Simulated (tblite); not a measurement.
# CH4CaO: the cost of one run

Computed with tblite 0.8.0 and PySCF 2.14.0; each step states its level. No surroundings beyond the atoms listed, unless a continuum is named. Atoms count from 0, parts from 1.

## 1. The system as given

7 atoms, charge 2, multiplicity 1; geometry: rigid parts in contact. Parts: 1 = atom 0, `[Ca+2]`, charge 2; 2 = atoms 1–6, `CO`, charge 0.

## 2. Docking the parts with GFN2-xTB

What the job is given:

```
{"job": {"kind": "dock", "xc": "GFN2-xTB", "basis": "xTB"}, "charge": 2, "multiplicity": 1, "parts": [{"atoms": "0-0", "charge": 2, "multiplicity": 1}, {"atoms": "1-6", "charge": 0, "multiplicity": 1}]}
Ca     0.000000     0.000000     0.000000
C     -0.496720    -1.387362     3.670899
O     -1.035402    -0.583734     2.650249
H      0.588629    -1.264167     3.753568
H     -0.955039    -1.170320     4.641916
H     -0.714677    -2.418985     3.400813
H     -0.860101     0.340952     2.852937
```

Level: GFN2-xTB search for minima from random contacts, gas phase.

On the command line:

```console
$ OMP_NUM_THREADS=1 python cluster_run.py task.json out
```

One launch serves the whole session: the jobs run in the order shown.

**Question.** How long does this first job take on 1 thread of Arm Neoverse N1, shared host?

About 3.4 s.
